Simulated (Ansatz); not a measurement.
## AsI: vertical and adiabatic energies of changing the electron count

Program: Ansatz 0.2.0, Python API.

Script `adiabatic_asi.py`:
```python
'''How AsI relaxes after losing an electron.'''

import itertools

import ansatz as az
from ase.data import atomic_numbers, covalent_radii
import numpy as np

BASIS_SET = 'def2-SVP'
XC = 'cam_b3lyp'
CHARGE = 1

geometry_ang = [
    ('As', (0.0, 0.0, 0.0)),
    ('I', (0.0, 0.0, 2.485)),
]
mol = az.Crystal.molecule()
for symbol, xyz in geometry_ang:
    mol = mol.atom(symbol, xyz)

calc = mol.calculation().basis(gaussian=BASIS_SET).functional(XC).spin('collinear', total=2)
symbols = [site.symbol for site in mol.cartesian_sites]
start = np.array([site.position_ang for site in mol.cartesian_sites], dtype=float)
data = calc.relax(force_tolerance=0.01).run(threads=1).report
end = np.array(data['positions_ang'])

minimum = az.Crystal.molecule()
for symbol, place in zip(symbols, end):
    minimum = minimum.atom(symbol, place.tolist())
ion = minimum.calculation().basis(gaussian=BASIS_SET).functional(XC).charge(CHARGE).spin('collinear', total=1)
vertical = ion.run(threads=1).report
settled = ion.relax(force_tolerance=0.01, max_steps=80).run(threads=1).report
print(f'vertical ionisation energy   {vertical["free_energy_ev"] - data["free_energy_ev"]:.3f} eV')
print(f'adiabatic, no zero point     {settled["free_energy_ev"] - data["free_energy_ev"]:.3f} eV')
print(f'relaxation energy of the ion {vertical["free_energy_ev"] - settled["free_energy_ev"]:.3f} eV')
ionised = np.array(settled['positions_ang'])
# pairs closer than 1.2 times the sum of covalent radii, before or after
radius = [covalent_radii[atomic_numbers[s]] for s in symbols]
span = lambda where, i, j: np.linalg.norm(where[i] - where[j])
bonded = [(i, j) for i, j in itertools.combinations(range(len(symbols)), 2) if min(span(end, i, j), span(ionised, i, j)) < 1.2 * (radius[i] + radius[j])]
print('pair        before    after (A)')
for i, j in bonded:
    print(f'{symbols[i]}{i}-{symbols[j]}{j}'.ljust(10), f'{span(end, i, j):8.4f} {span(ionised, i, j):8.4f}')
```

Output of `python adiabatic_asi.py`:
```text
vertical ionisation energy   8.863 eV
adiabatic, no zero point     8.734 eV
relaxation energy of the ion 0.129 eV
pair        before    after (A)
As0-I1       2.5047   2.3744
```

Reading the output:
- The energies are electronic: no zero-point or thermal terms, and the basis set is short of its limit. The product may relax into another structure. Each relaxation finds its nearest minimum, which needn't be the lowest.
- def2 sets replace the cores of elements past krypton by effective core potentials.
- The run takes the species as open-shell (spin multiplicity 3), which needn't be its ground state.
- Only the spin states typed were run; another state of an ion can lie lower, by up to an eV or two.
- The spin state was assumed, and another may lie lower.
- It ran for 46 s on 1 thread of Arm Neoverse V1 (shared host), peak memory 0.27 GiB.
